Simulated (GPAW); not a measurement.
The system is HPbNO4.

```
H Pb N O
1.0
     4.19923    0.11117    0.16817
     1.91600    3.89132    0.12568
     1.76085    1.25259    6.37266
H Pb N O
1 1 1 4
Direct
  0.89145 0.68202 0.62796
  0.14426 0.92872 0.88352
  0.25670 0.28861 0.30171
  0.83108 0.65056 0.78405
  0.38694 0.22380 0.11295
  0.31104 0.03576 0.45856
  0.07726 0.60633 0.32275
```

The cell was built by a generator and needn't be a form met in nature.

Base run:

* Program: GPAW 26.7.0
* Functional: PW91
* Potentials or basis: PAW data sets generated in the run's folder for this functional
* Cutoff: 800 eV
* Basis: pw
* k mesh: 5 × 5 × 3
* Occupations: fermi-dirac, width 0.05 eV
* Spin: no spin polarisation

Its results: band gap on the k mesh 2.86 eV, indirect (least direct gap 2.86 eV); pressure -0.6 GPa; largest force 0.065 eV/Å.

Problem. After a change of settings the same cell gave: band gap on the k mesh 2.86 eV, indirect (least direct gap 2.87 eV); pressure -2.5 GPa; largest force 0.515 eV/Å. Which change was it?
A. functional from PW91 to r2SCAN; potentials or basis from PAW data sets generated in the run's folder for this functional to GPAW PAW data sets (gpaw-data 1.2.1)
B. functional from PW91 to AM05
C. functional from PW91 to LDA; potentials or basis from PAW data sets generated in the run's folder for this functional to the program's PAW data sets (release 1.2.1) made for this functional

Solution. B.

AM05 binds more tightly than PW91, so the same cell stands under less pressure.

Caveats: spin-orbit coupling is left out, which as a rule narrows the gap of such compounds by several tenths of an eV.

Runs at the PBE level aren't shown here.
